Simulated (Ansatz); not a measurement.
**C₅HClF₇GaO₂: how energies converge with the basis set**

An exercise on one series of results from a longer session: the logs are not shown, and one member is left open.

Program: Ansatz 0.2.0, Gaussian basis. Level of theory: one geometry, several basis sets. These are calculated values, not measurements.

Plan: PBE0-D4/def2-SVP; ωB97M-V/def2-SVP; PBE0-D4/def2-QZVPP; ωB97M-V/def2-QZVPP; the functionals' def2-TZVPP values are taken from earlier runs.

## The relaxed structure

The geometry comes from an earlier relaxation with PBE0-D4 in a triple-zeta def2 set; it is a stationary point, not always the lowest conformer.

SMILES `FC(F)(F)C1=CC(C(F)(F)F)=[O+][Ga-]([F])([Cl])[O]1`, 17 atoms, charge 0, spin multiplicity 1.

Atoms are counted from 1 here; the program's logs count them from 0.

Bond lengths: F1–C2 1.330 Å, C2–F3 1.328 Å, C2–F4 1.327 Å, C2–C5 1.537 Å, C5–C6 1.388 Å, C5–O16 1.260 Å, C6–C7 1.388 Å, C6–H17 1.077 Å, C7–C8 1.537 Å, C7–O12 1.260 Å, C8–F9 1.327 Å, C8–F10 1.330 Å, C8–F11 1.328 Å, O12–Ga13 1.913 Å, Ga13–F14 1.740 Å, Ga13–Cl15 2.114 Å, Ga13–O16 1.913 Å. Angles: F1–C2–F3 108.4°, F1–C2–F4 108.4°, F1–C2–C5 111.9°, F3–C2–F4 108.8°, F3–C2–C5 109.6°, F4–C2–C5 109.7°, C2–C5–C6 119.4°, C2–C5–O16 112.9°, C6–C5–O16 127.7°, C5–C6–C7 121.7°, C5–C6–H17 119.2°, C7–C6–H17 119.2°, C6–C7–C8 119.4°, C6–C7–O12 127.7°, C8–C7–O12 112.9°, C7–C8–F9 109.7°, C7–C8–F10 111.9°, C7–C8–F11 109.6° and more.

Set-up of the first run:

in.yaml reads:

```yaml
crystal:
  periodic: [false, false, false]
  atoms:
    - {symbol: F, position_ang: [-1.411372, 1.022437, 2.681679]}
    - {symbol: C, position_ang: [-1.972884, 1.058360, 1.476218]}
    - {symbol: F, position_ang: [-3.086622, 0.335473, 1.510756]}
    - {symbol: F, position_ang: [-2.289011, 2.316931, 1.197656]}
    - {symbol: C, position_ang: [-1.035063, 0.506907, 0.389848]}
    - {symbol: C, position_ang: [0.220204, 0.034707, 0.748389]}
    - {symbol: C, position_ang: [1.100451, -0.481918, -0.192616]}
    - {symbol: C, position_ang: [2.474234, -1.000295, 0.263258]}
    - {symbol: F, position_ang: [3.434845, -0.331505, -0.362474]}
    - {symbol: F, position_ang: [2.648167, -0.858413, 1.574491]}
    - {symbol: F, position_ang: [2.585184, -2.289255, -0.037377]}
    - {symbol: O, position_ang: [0.921444, -0.596653, -1.434744]}
    - {symbol: Ga, position_ang: [-0.660219, -0.038634, -2.355093]}
    - {symbol: F, position_ang: [-0.242090, 1.392291, -3.252408]}
    - {symbol: Cl, position_ang: [-1.660485, -1.683073, -3.228862]}
    - {symbol: O, position_ang: [-1.544396, 0.545328, -0.762188]}
    - {symbol: H, position_ang: [0.517613, 0.067322, 1.783467]}
basis:
  gaussian: {orbitals: def2-SVP}
hamiltonian: {xc: pbe0, dispersion: d4}
output: {orbitals: {seedname: orbitals}}
```

Among the steps run: PBE0-D4 in def2-SVP; ωB97M-V in def2-SVP; PBE0-D4 in def2-QZVPP; ωB97M-V in def2-QZVPP.

One of the session's tables, all rows but one given; the rest of the session is left out.

It belongs to the step «Density functionals: the series». 

```
functional       basis  HOMO (eV)  LUMO (eV)
   PBE0-D4    def2-SVP          ?          ?
   PBE0-D4  def2-TZVPP      -9.05      -3.85
   PBE0-D4  def2-QZVPP      -9.08      -3.89
   ωB97M-V    def2-SVP     -11.11      -1.62
   ωB97M-V  def2-TZVPP     -11.16      -1.72
   ωB97M-V  def2-QZVPP     -11.19      -1.77
```

Q: Estimate the row for PBE0-D4, def2-SVP from the others.

As computed: HOMO (eV): -9.04; LUMO (eV): -3.80. In the column «HOMO (eV)» it is the highest.
